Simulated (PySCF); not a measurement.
# One shape, several levels: SiH2BrClO (SMILES O[SiH](Cl)Br)

Aim: a comparison of 5 runs (HF/def2-SVP, B3LYP/6-31G*, B2PLYP/6-31G**, CCSD/def2-SVP) of SiH2BrClO. The job is set up through a Python script.

The results are computed with PySCF 2.14.0.

## Step 1: Starting point

The species is SiH2BrClO (6 atoms), meant as a singlet with charge 0. As SMILES, `O[SiH](Cl)Br`. Geometry: relaxed at PBE0-D4/def2-TZVP. This is one conformer, not always the lowest.

Bond lengths: O1–Si2 1.622 Å, Si2–Cl3 2.042 Å, Si2–Br4 2.209 Å, O1–H5 0.959 Å, Si2–H6 1.468 Å. Angles: O1–Si2–Cl3 111.3°, O1–Si2–Br4 111.1°, Cl3–Si2–Br4 107.7°, O1–Si2–H6 107.3°, Cl3–Si2–H6 109.7°, Br4–Si2–H6 109.8°, Si2–O1–H5 119.2°.

## Step 2: Energy and forces at HF/def2-SVP (run 1)

job.py

```python
from pyscf import gto, scf

mol = gto.Mole()
mol.atom = '''
O      1.407468     2.087391    -0.404023
Si     0.068408    -0.523076     0.481691
Cl     0.601311    -3.326107    -2.115170
Br    -4.046471    -0.010393     0.966973
H      0.832046     2.909800    -1.913726
H      1.216795    -1.258558     2.896950
'''
mol.verbose = 3
mol.basis = 'def2-svp'
mol.max_memory = 1860
mol.unit = 'bohr'
mol.build()

hf = scf.RHF(mol)
hf.conv_tol = 1e-10
hf.kernel()
if not hf.converged:
    hf = hf.newton().run(hf.mo_coeff, hf.mo_occ)

e_final = hf.e_tot
print('E(%s) = %.9f' % ('HF', e_final))
grad = hf.nuc_grad_method().kernel()
hf.analyze()
```

The run is started by

```sh
$ OMP_NUM_THREADS=1 python job.py
```

What it wrote:

```text
converged SCF energy = -3396.41383575437
[... 14 lines left out ...]
MO #4   energy= -65.1471889553682  occ= 2
[... 10 lines left out ...]
MO #15  energy= -7.44792396924283  occ= 2
[... 10 lines left out ...]
MO #26  energy= -1.36273087830264  occ= 2
[... 10 lines left out ...]
MO #37  energy= -0.435036398602905 occ= 2
[... 10 lines left out ...]
MO #48  energy= 0.549621410695943  occ= 0
[... 10 lines left out ...]
MO #59  energy= 0.879854823656303  occ= 0
[... 10 lines left out ...]
MO #70  energy= 1.26024115802044   occ= 0
[... 10 lines left out ...]
MO #81  energy= 2.39514123838234   occ= 0
[... 10 lines left out ...]
MO #92  energy= 4.13853611780737   occ= 0
[... 7 lines left out ...]
Dipole moment(X, Y, Z, Debye):  0.26779,  0.91338, -0.55043
```

Run time: 9.3 s. Hardware: 1 thread of Intel Xeon at 2.70GHz, shared host; peak memory 0.19 GiB.

## Step 3: Energy and gradient at B3LYP/6-31G(d) (spherical functions) (run 2)

input.py

```python
from pyscf import gto, dft

mol = gto.M(
    atom='''
O      1.407468     2.087391    -0.404023
Si     0.068408    -0.523076     0.481691
Cl     0.601311    -3.326107    -2.115170
Br    -4.046471    -0.010393     0.966973
H      0.832046     2.909800    -1.913726
H      1.216795    -1.258558     2.896950
''',
    charge=0,
    basis='6-31g*',
    unit='bohr',
    spin=0,
    max_memory=1860,
    verbose=4,
)

ks = dft.RKS(mol, xc='b3lyp')
ks.conv_tol = 1e-10
ks.grids.level = 5
ks.kernel()
if not ks.converged:
    ks = ks.newton().run(ks.mo_coeff, ks.mo_occ)

e_tot = ks.e_tot
print('E(%s) = %.9f' % ('B3LYP', e_tot))
grad = ks.nuc_grad_method().kernel()
ks.analyze()
```

The run is started by

```sh
$ OMP_NUM_THREADS=1 python input.py
```

What it wrote:

```text
PySCF version 2.14.0

[... 93 lines left out ...]
Two-electron Energy =                 1730.308359679861496
[... 12 lines left out ...]
MO #9   energy= -9.46708961277247  occ= 2
[... 10 lines left out ...]
MO #20  energy= -3.72860138461314  occ= 2
[... 10 lines left out ...]
MO #31  energy= -0.432283861911885 occ= 2
[... 10 lines left out ...]
MO #42  energy= 0.095217704533729  occ= 0
[... 10 lines left out ...]
MO #53  energy= 0.432101176594284  occ= 0
[... 10 lines left out ...]
MO #64  energy= 0.799258981366598  occ= 0
[... 10 lines left out ...]
MO #75  energy= 1.27479962422968   occ= 0
[... 10 lines left out ...]
MO #86  energy= 4.89298261530857   occ= 0
[... 95 lines left out ...]
Dipole moment(X, Y, Z, Debye):  0.35050,  1.11782, -0.49251
```

Run time: 44 s. Hardware: 1 thread of Intel Xeon at 2.70GHz, shared host; peak memory 0.84 GiB.

Run 3 isn't shown in full; the table further down has it.

## Step 4: Energy and forces at B3LYP/6-31G(d) (Cartesian functions) (run 4)

job.py

```python
# O[SiH](Cl)Br
from pyscf import gto, dft

molecule = gto.Mole()
molecule.atom = '''
O      1.407468     2.087391    -0.404023
Si     0.068408    -0.523076     0.481691
Cl     0.601311    -3.326107    -2.115170
Br    -4.046471    -0.010393     0.966973
H      0.832046     2.909800    -1.913726
H      1.216795    -1.258558     2.896950
'''
molecule.basis = '6-31g*'
molecule.max_memory = 1860
molecule.charge = 0
molecule.spin = 0
molecule.verbose = 4
molecule.cart = True
molecule.unit = 'bohr'
molecule.build()

calc0 = dft.RKS(molecule)
calc0.xc = 'b3lyp'
calc0.grids.level = 5
calc0.conv_tol = 1e-10
calc0.kernel()
if not calc0.converged:
    calc0 = calc0.newton().run(calc0.mo_coeff, calc0.mo_occ)

e_tot = calc0.e_tot
print('E = %.10f Eh' % e_tot)
grad = calc0.nuc_grad_method().kernel()
calc0.analyze()
```

The run is started by

```sh
$ OMP_NUM_THREADS=1 python job.py
```

What it wrote:

```text
PySCF version 2.14.0

[... 94 lines left out ...]
Nuclear Repulsion Energy =             409.704350609077210
[... 13 lines left out ...]
MO #8   energy= -19.1899541896232  occ= 2
[... 11 lines left out ...]
MO #20  energy= -3.73159390779169  occ= 2
[... 11 lines left out ...]
MO #32  energy= -0.424263437358188 occ= 2
[... 11 lines left out ...]
MO #44  energy= 0.161764489922898  occ= 0
[... 11 lines left out ...]
MO #56  energy= 0.514046257561604  occ= 0
[... 11 lines left out ...]
MO #68  energy= 0.91631576209537   occ= 0
[... 11 lines left out ...]
MO #80  energy= 1.92623539487001   occ= 0
[... 11 lines left out ...]
MO #92  energy= 90.3830594639116   occ= 0
[... 101 lines left out ...]
Dipole moment(X, Y, Z, Debye):  0.33874,  1.10921, -0.48817
```

Wall time 50 s (1 thread of Intel Xeon at 2.70GHz, shared host); peak memory 0.9 GiB.

## Step 5: The energy at CCSD/def2-SVP (run 5)

input.py

```python
from pyscf import gto, scf, cc

mol = gto.M(
    atom='''
O      1.407468     2.087391    -0.404023
Si     0.068408    -0.523076     0.481691
Cl     0.601311    -3.326107    -2.115170
Br    -4.046471    -0.010393     0.966973
H      0.832046     2.909800    -1.913726
H      1.216795    -1.258558     2.896950
''',
    unit='bohr',
    verbose=4,
    max_memory=1860,
    basis='def2-svp',
)

hf = scf.RHF(mol)
hf.conv_tol = 1e-10
hf.kernel()
if not hf.converged:
    hf = hf.newton().run(hf.mo_coeff, hf.mo_occ)

mycc = cc.CCSD(hf, frozen=20)
mycc.kernel()
etot = mycc.e_tot
print(f'total energy: {etot:.8f} hartree')
hf.analyze()
```

The run is started by

```sh
$ OMP_NUM_THREADS=1 python input.py
```

What it wrote:

```text
PySCF version 2.14.0

[... 90 lines left out ...]
Nuclear Repulsion Energy =             409.704350609077210
[... 13 lines left out ...]
MO #8   energy= -20.5871692737156  occ= 2
[... 11 lines left out ...]
MO #20  energy= -4.33911403803816  occ= 2
[... 11 lines left out ...]
MO #32  energy= -0.58982804428069  occ= 2
[... 11 lines left out ...]
MO #44  energy= 0.304988795687028  occ= 0
[... 11 lines left out ...]
MO #56  energy= 0.801058066693988  occ= 0
[... 11 lines left out ...]
MO #68  energy= 1.21256169969882   occ= 0
[... 11 lines left out ...]
MO #80  energy= 1.98562646504298   occ= 0
[... 11 lines left out ...]
MO #92  energy= 4.13853611780737   occ= 0
[... 101 lines left out ...]
Dipole moment(X, Y, Z, Debye):  0.26779,  0.91338, -0.55043
```

Run time: 15 s. Hardware: 1 thread of Intel Xeon at 2.70GHz, shared host; peak memory 0.43 GiB.

## Step 6: All runs side by side

```
run                                 level  integration grid      task   energy (Eh)  dipole moment (D) of the reference  HOMO energy (eV)  LUMO energy (eV)  wall time
  1                           HF/def2-SVP                 –  gradient  -3396.413836                                1.10            -11.68              4.23      9.3 s
  2    B3LYP/6-31G* (spherical functions)                 5  gradient  -3400.119401                                1.27             -8.36             -0.09       44 s
  3  B2PLYP/6-31G** (spherical functions)                 5    energy  -3399.334798                                1.24             -9.79              1.52       22 s
  4    B3LYP/6-31G* (Cartesian functions)                 5  gradient  -3400.134203                                1.26             -8.36             -0.10       50 s
  5                         CCSD/def2-SVP                 –    energy  -3397.080747                                1.10            -11.68              4.23       15 s
```

## Step 7: Summary of results

```
                                           quantity           value
                                run 5: total energy  -3397.08075 Eh
        run 5: dipole moment (Hartree–Fock density)          1.10 D
         run 5: HOMO energy (Hartree–Fock orbitals)       -11.68 eV
         run 5: LUMO energy (Hartree–Fock orbitals)         4.23 eV
       run 5: HOMO–LUMO gap (Hartree–Fock orbitals)        15.90 eV
run 5: correlation energy (20 core orbitals frozen)      -666.9 mEh
                               run 5: T1 diagnostic           0.008
```

What this shows: Over runs 1, 2, 3, 4 the dipole moment (its size) runs from 1.10 D (HF/def2-SVP) to 1.27 D (B3LYP/6-31G*). The two ends differ in method and basis. Over runs 1, 2, 3, 4 the HOMO–LUMO gap runs from 8.27 eV (B3LYP/6-31G*) to 15.90 eV (HF/def2-SVP). Totals of different functionals can't be ranked against each other. All runs together took 2.3 min, the longest 50 s.
